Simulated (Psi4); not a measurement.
# GeF2 (SMILES [F][Ge][F]) at M06-2X/def2-TZVPP

What is the energy change on altering one bond length of GeF2 at M06-2X/def2-TZVPP? 

Program for the calculation: Psi4 1.11.

1 further run of the same task is left out (set aside as unsound or not needed).

## 1. The molecule

GeF2 has 3 atoms, charge 0, and is taken as a singlet. SMILES: `[F][Ge][F]`. Geometry: a GFN2-xTB relaxation, a rough one for these elements and not checked as a minimum.

Bond lengths: Ge1–F2 1.800 Å, Ge1–F3 1.798 Å. Angles: F2–Ge1–F3 94.7°.

## 2. Energy and gradient at M06-2X/def2-TZVPP

The input, f2ge.xyz:

```xyz
3
F2Ge
Ge     0.004500    -0.007920    -0.812340
F      1.320810    -0.018750     0.415140
F     -1.325320     0.026670     0.397200
```

The input, f2ge.py:

```python
import psi4

psi4.set_memory(1600000000)
psi4.set_num_threads(1)
psi4.set_output_file('f2ge.out', False)

with open('f2ge.xyz') as f:
    atoms = ''.join(f.readlines()[2:])
geom = psi4.geometry('0 1\n' + atoms + 'symmetry c1\nno_reorient\nno_com')

psi4.set_options({
    'reference': 'rks',
    'puream': True,
    'e_convergence': 1e-09,
    'd_convergence': 1e-08,
    'scf_type': 'pk',
    'dft_radial_points': 99,
    'dft_spherical_points': 590,
})

energy_value, wavefunction = psi4.gradient("m06-2x/def2-TZVPP", molecule=geom, return_wfn=True)
psi4.oeprop(wavefunction, "DIPOLE", "MAYER_INDICES", "WIBERG_LOWDIN_INDICES")
print('gradient / Eh bohr^-1')
print(energy_value.np.round(6))
print(f'energy = {wavefunction.energy():.10f} Eh')
```

Run with:

```sh
$ python f2ge.py
```

f2ge.out:

```text
[...]
  Running in c1 symmetry.
[...]
  Nuclear repulsion =  185.635829571028921
[...]
  Multiplicity = 1
[...]
  Nalpha       = 25
  Nbeta        = 25
[...]
    Number of basis functions: 110
[...]
   @RKS iter   1: -2275.66661797635379   -3.15289e+00   2.54655e-02 ADIIS/DIIS
[...]
   @RKS iter  11: -2276.79875163211727   -1.27329e-11   4.06023e-09 DIIS
[...]
    Orbital Energies [Eh]
    ---------------------
    Doubly Occupied:
       1A   -401.093747     2A    -50.599312     3A    -45.124127
       4A    -45.122388     5A    -45.121526     6A    -25.216493
       7A    -25.216023     8A     -6.567446     9A     -4.733413
      10A     -4.728033    11A     -4.724338    12A     -1.473610
      13A     -1.471472    14A     -1.469332    15A     -1.465552
      16A     -1.460721    17A     -1.293282    18A     -1.271688
      19A     -0.627451    20A     -0.535962    21A     -0.517804
      22A     -0.512421    23A     -0.490675    24A     -0.479903
      25A     -0.381548
[...]
  @RKS Final Energy: -2276.79875163211727
   => Energetics <=
    Nuclear Repulsion Energy =            185.6358295710289212
    One-Electron Energy =               -3543.8354379967813657
    Two-Electron Energy =                1128.6987419153717838
    DFT Exchange-Correlation Energy =     -47.2978851217363854
    Empirical Dispersion Energy =           0.0000000000000000
    VV10 Nonlocal Energy =                  0.0000000000000000
    Total Energy =                      -2276.7987516321168187
[...]
  -Total Gradient:
     Atom            X                  Y                   Z
    ------   -----------------  -----------------  -----------------
       1       -0.000256552339    -0.000393541086    -0.041222046261
       2        0.019682574439    -0.000137022309     0.020935287095
       3       -0.019432132169     0.000530085604     0.020226363056
[...]
 Multipole Moments:
 ------------------------------------------------------------------------------------
     Multipole            Electronic (a.u.)      Nuclear  (a.u.)        Total (a.u.)
 ------------------------------------------------------------------------------------
 L = 1.  Multiply by 2.5417464519 to convert [e a0] to [Debye]
 Dipole X            :         -0.1916145            0.1954166            0.0038021
 Dipole Y            :          0.3323514           -0.3442325           -0.0118811
 Dipole Z            :         34.0834096          -35.3073028           -1.2238932
 Magnitude           :                                                    1.2239567
[...]
```

On the terminal:

```text
gradient / Eh bohr^-1
[[-0.000257 -0.000394 -0.041222]
 [ 0.019683 -0.000137  0.020935]
 [-0.019432  0.00053   0.020226]]
energy = -2276.7987516321 Eh
```

It took 42 s on 1 thread of Intel Xeon Platinum 8259CL at 2.50GHz (Skylake/Cascade Lake), shared host; peak memory 0.56 GiB.

## 3. The distorted shape at the same level

The input, f2ge_ase.py:

```python
import numpy as np
from ase.calculators.psi4 import Psi4
from ase import Atoms

mol = Atoms(['Ge', 'F', 'F'], positions=[
    [-0.653662, -0.002505, -1.426087],
    [1.320810, -0.018750, 0.415140],
    [-1.983482, 0.032085, -0.216547],
])
calc = Psi4(atoms=mol, method='m06-2x', basis='def2-TZVPP', memory='1600MB', num_threads=1, charge=0, multiplicity=1, label='f2ge')
calc.psi4.set_options({'puream': True, 'e_convergence': 1e-09, 'd_convergence': 1e-08, 'scf_type': 'pk', 'dft_radial_points': 99, 'dft_spherical_points': 590})
mol.calc = calc

forces = mol.get_forces()
print(f'energy: {mol.get_potential_energy():.6f} eV')
print('forces / eV A^-1')
print(np.round(forces, 5))
```

Run with:

```sh
$ python f2ge_ase.py
```

f2ge.dat:

```text
[...]
  Running in c1 symmetry.
[...]
  Nuclear repulsion =  153.954729170695771
[...]
  Multiplicity = 1
[...]
  Nalpha       = 25
  Nbeta        = 25
[...]
    Number of basis functions: 110
[...]
   @RKS iter   1: -2275.52182237734633   -3.41170e+00   2.54061e-02 ADIIS/DIIS
[...]
   @RKS iter  14: -2276.67708992821144   -3.18323e-12   6.44877e-09 DIIS
[...]
    Orbital Energies [Eh]
    ---------------------
    Doubly Occupied:
       1A   -401.172308     2A    -50.677120     3A    -45.201440
       4A    -45.200711     5A    -45.199047     6A    -25.272648
       7A    -25.087409     8A     -6.642522     9A     -4.806793
      10A     -4.803389    11A     -4.798511    12A     -1.544616
      13A     -1.543131    14A     -1.540460    15A     -1.538783
      16A     -1.535574    17A     -1.334143    18A     -1.120293
      19A     -0.654542    20A     -0.551081    21A     -0.550912
      22A     -0.486443    23A     -0.354512    24A     -0.353902
      25A     -0.348279
[...]
  @RKS Final Energy: -2276.67708992821144
   => Energetics <=
    Nuclear Repulsion Energy =            153.9547291706957708
    One-Electron Energy =               -3479.0412803344675012
    Two-Electron Energy =                1095.6494689973767436
    DFT Exchange-Correlation Energy =     -47.2400077618165568
    Empirical Dispersion Energy =           0.0000000000000000
    VV10 Nonlocal Energy =                  0.0000000000000000
    Total Energy =                      -2276.6770899282118990
[...]
 Multipole Moments:
 ------------------------------------------------------------------------------------
     Multipole            Electronic (a.u.)      Nuclear  (a.u.)        Total (a.u.)
 ------------------------------------------------------------------------------------
 L = 1.  Multiply by 2.5417464519 to convert [e a0] to [Debye]
 Dipole X            :         -2.2359818            0.6241585           -1.6118234
 Dipole Y            :         -0.0153558            0.0177618            0.0024060
 Dipole Z            :         -5.5812548            2.9537830           -2.6274718
 Magnitude           :                                                    3.0824647
[...]
  -Total Gradient:
     Atom            X                  Y                   Z
    ------   -----------------  -----------------  -----------------
       1       -0.013557250710    -0.000512244391    -0.077255971813
       2        0.045691674355    -0.000354825440     0.044794188473
       3       -0.032088990445     0.000865975359     0.032429501480
[...]
```

On the terminal:

```text
energy: -61951.539147 eV
forces / eV A^-1
[[ 0.69714  0.02634  3.97266]
 [-2.34956  0.01825 -2.30341]
 [ 1.65008 -0.04453 -1.66759]]
```

Run time: 44 s. Hardware: 1 thread of Intel Xeon Platinum 8259CL at 2.50GHz (Skylake/Cascade Lake), shared host; peak memory 0.59 GiB.

## 4. Results

At M06-2X/def2-TZVPP:

| quantity | value |
| --- | --- |
| first shape: total energy | -2276.79875 Eh |
| first shape: dipole moment | 3.11 D |
| first shape: HOMO energy | -10.38 eV |
| first shape: LUMO energy | -1.98 eV |
| first shape: HOMO–LUMO gap | 8.41 eV |
| first shape: largest force on an atom | 2.120 eV/Å |
| distorted shape: total energy | -2276.67709 Eh |
| distorted shape: dipole moment | 7.83 D |
| distorted shape: HOMO energy | -9.48 eV |
| distorted shape: LUMO energy | -3.54 eV |
| distorted shape: HOMO–LUMO gap | 5.94 eV |
| distorted shape: largest force on an atom | 4.033 eV/Å |
| energy change with the Ge1–F2 bond stretched from 1.800 to 2.700 Å | 3.311 eV |

With the Ge1–F2 bond stretched from 1.800 to 2.700 Å the energy rises by 3.31 eV (319 kJ/mol). The first shape isn't relaxed at this level, so the change isn't measured from a minimum. The largest force (first shape) is 2.12 eV/Å: the shape isn't a stationary point for this species at this level.
